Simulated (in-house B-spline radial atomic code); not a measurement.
# Zr³³⁺: RPA and G0W0 on different mean-field starts

Question: which mean-field start gives which removal energy for Zr³³⁺, before and after G0W0?

Program: an in-house B-spline radial atomic code, version 1. Level of theory: RPA, second order, AC-SOSEX and G0W0 (contour deformation) on a non-relativistic mean field, all electrons; no spin-orbit coupling, Breit or QED terms. These are calculated values, not measurements, unless marked.

## 1. The system

```
element       : zirconium (Z = 40)
charge        : +33
electrons     : 7
configuration : [He] 2s2 2p3
Hamiltonian   : non-relativistic, point nucleus
starts        : Hartree-Fock, PBE, r2SCAN, r2SCAN0, LDA (VWN5)
```

Outer shells as boxes (Hund's rule):

Zr33+
```
[He] core
2s [↑↓]
2p [↑ ][↑ ][↑ ]
```

## 2. Run with the Hartree-Fock start

Settings, as recorded:

```ini
Z = 40
electrons = 7.0
configuration = [He] 2s2 2p3
hamiltonian = nr
method = hf
lmax = 9
spin_polarised = True
box_radius = 2.84
intervals = 46
```

Run with:

```sh
> python run_gw.py task.json out
```

One command runs all members of the session, one after another, from task.json.

After this run come: Run with the PBE start; Run with the r2SCAN start; Run with the r2SCAN0 start; Run with the LDA (VWN5) start.

Q: Predict the outcome of this session. Wanted: highest level, mean field; highest level, G0W0; RPA correlation energy; RPA+SOSEX.

**Answer**, as computed:

```
                                       quantity                                                               value
highest level, mean field (range over the runs)                                               -4307.8 to -4219.6 eV
      highest level, G0W0 (range over the runs)                                               -4305.4 to -4303.7 eV
                         RPA correlation energy                                          -0.5120 to -0.4374 hartree
                                      RPA+SOSEX                                          -0.2154 to -0.2108 hartree
    semi-empirical ionisation energy (2p shell)  4300.0 ± 30 eV (NIST Atomic Spectra Database, ionization energies)
            G0W0 removal energy less that value                                                   +3.73 to +5.45 eV
```

G0W0 turns a spread of 88.2 eV among the starts into one of 1.7 eV, 1.9 % of it. Starts without exact exchange bind the level too weakly, through self-interaction, and G0W0 pulls it down by 71 to 84 eV. RPA gives the most correlation on LDA (VWN5) and the least on Hartree-Fock (15 % apart); over the runs it loosely follows the gap of the start, as smaller excitation energies give more correlation. All G0W0 removal energies agree with the semi-empirical ionisation energy, 4300.0 ± 30 eV, within its uncertainty. Read as a removal energy, the bare PBE level is off by -77.7 eV (-1.8 %) and the nearest bare level, Hartree-Fock's, by +7.75 eV. For so heavy an element the non-relativistic levels are a model, not the real atom's.
